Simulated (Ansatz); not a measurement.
The system is NiMoIrPdW.

```
Ni Mo Pd Ir W
1.0
     4.14670    0.00000    0.00000
    -2.07335    3.59115    0.00000
     0.00000    0.00000    5.41629
Ni Mo Pd Ir W
1 1 1 1 1
Direct
  0.00000 0.00000 0.02221
  0.66667 0.33333 0.45996
  0.33333 0.66667 0.74601
  0.33333 0.66667 0.25641
  0.66667 0.33333 0.99985
```

The cell was built by a generator and needn't be a form met in nature.

Base run:

- Program: Ansatz 0.2.0
- Functional: LDA
- Potentials or basis: all-electron LAPW, scalar-relativistic
- Cutoff: 343 eV
- Density cutoff: 1370 eV
- Basis error allowed: 0.002 eV/atom
- k mesh: 5 × 5 × 4
- Occupations: fermi-dirac, width 0.05 eV
- Spin: collinear spin, ferromagnetic start
- Starting moments: [1.0, 1.0, 0.0, 0.6, 0.0] μB

Its results: pressure -12.7 GPa; net moment 0.00 μB per cell; largest force 0.411 eV/Å.

Problem. After a change of settings the same cell gave: pressure 3.7 GPa; net moment 0.00 μB per cell; largest force 0.118 eV/Å. Which change was it?
A. functional from LDA to PBE; potentials or basis from all-electron LAPW, scalar-relativistic to all-electron PAW datasets made for the crystal
B. functional from LDA to PBE; k mesh from 5 × 5 × 4 to 4 × 4 × 3
C. functional from LDA to PBEsol
D. functional from LDA to RPBE

Solution. D.

RPBE binds less tightly than LDA, so the same cell stands under more pressure.

Caveats: the k mesh is thin for a metal, which can move the energy by tens of meV per atom.

Not every run made on this cell is shown here.
